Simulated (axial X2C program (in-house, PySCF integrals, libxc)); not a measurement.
**CuP⁻: properties at the nuclei**

Wanted for CuP⁻: properties at the nuclei, at the two-component level.

Program: an in-house X2C program for linear molecules on PySCF integrals. Level of theory: two-component X2C with atomic mean-field terms, Cu dyall-acv3z, P dyall-av3z. These are calculated values, not measurements.

## 1. Set-up

Input file task.json:

```json
{"zs": [29, 15], "q": -1, "bas": ["dyall-acv3z", "dyall-av3z"], "r0": 2.17, "levels": ["PBE0", "HF", "PBE50", "r2SCAN", "TPSSh"], "nst": 3}
```

Keys: zs atomic numbers; q charge; bas basis sets; r0 starting distance in Å; levels methods (HF also brings MP2); nst determinants followed.

On the command line:

```sh
python soeom.py task.json out
```

Further steps of the session: Expectation values, lowest determinant; Expectation values, a higher determinant; Expectation values, a higher determinant.

What does the calculation give? Wanted: lowest determinant; Eeff magnitude; Ws magnitude Cu; A∥/gI Cu; qzz Cu; higher determinant (for each run or level that gives them).

As calculated:

```
                                        quantity                                                  value
                              lowest determinant                Ω = 3/2 (excess of +ω over −ω: ω = 3/2)
                    Eeff magnitude (GV/cm), PBE0                                                  0.156
                     Ws magnitude Cu (kHz), PBE0                                                  0.032
                            A∥/gI Cu (MHz), PBE0                                                  -10.3
                             qzz Cu (a.u.), PBE0                                                   1.03
                              higher determinant                Ω = 1/2 (excess of +ω over −ω: ω = 1/2)
Eeff magnitude (GV/cm), PBE0, higher determinant                                                  0.167
 Ws magnitude Cu (kHz), PBE0, higher determinant                                                  0.106
        A∥/gI Cu (MHz), PBE0, higher determinant                                                    343
         qzz Cu (a.u.), PBE0, higher determinant                                                   1.03
                              higher determinant  Ω = 1/2 (excess of +ω over −ω: 2 × ω = -1/2, ω = 3/2)
Eeff magnitude (GV/cm), PBE0, higher determinant                                                  0.789
 Ws magnitude Cu (kHz), PBE0, higher determinant                                                  0.604
        A∥/gI Cu (MHz), PBE0, higher determinant                                                   -671
         qzz Cu (a.u.), PBE0, higher determinant                                                  -0.43
```

What this shows: In the first state, the effective field runs from 0.104 to 1.25 GV/cm over the mean-field levels, so the levels don't agree on it. The expectation values come from single determinants, which for open shells can mix terms of unlike spin or miss the lowest Ω, so a determinant need not be a state. Eeff is the effective electric field on the electron dipole moment in this Ω state and Ws the scalar–pseudoscalar constant (defined with the proton number Z and per Ω); A∥ is the parallel hyperfine constant, which follows by multiplying with the nuclear g factor gI = μI/(I μN); qzz is the electric field gradient, eQq0 = 234.96 MHz × Q/barn × qzz. The operators were transformed with the bare-nucleus X2C matrices. A second determinant lies within 0.1 eV of the first, so their order is not settled at this level.
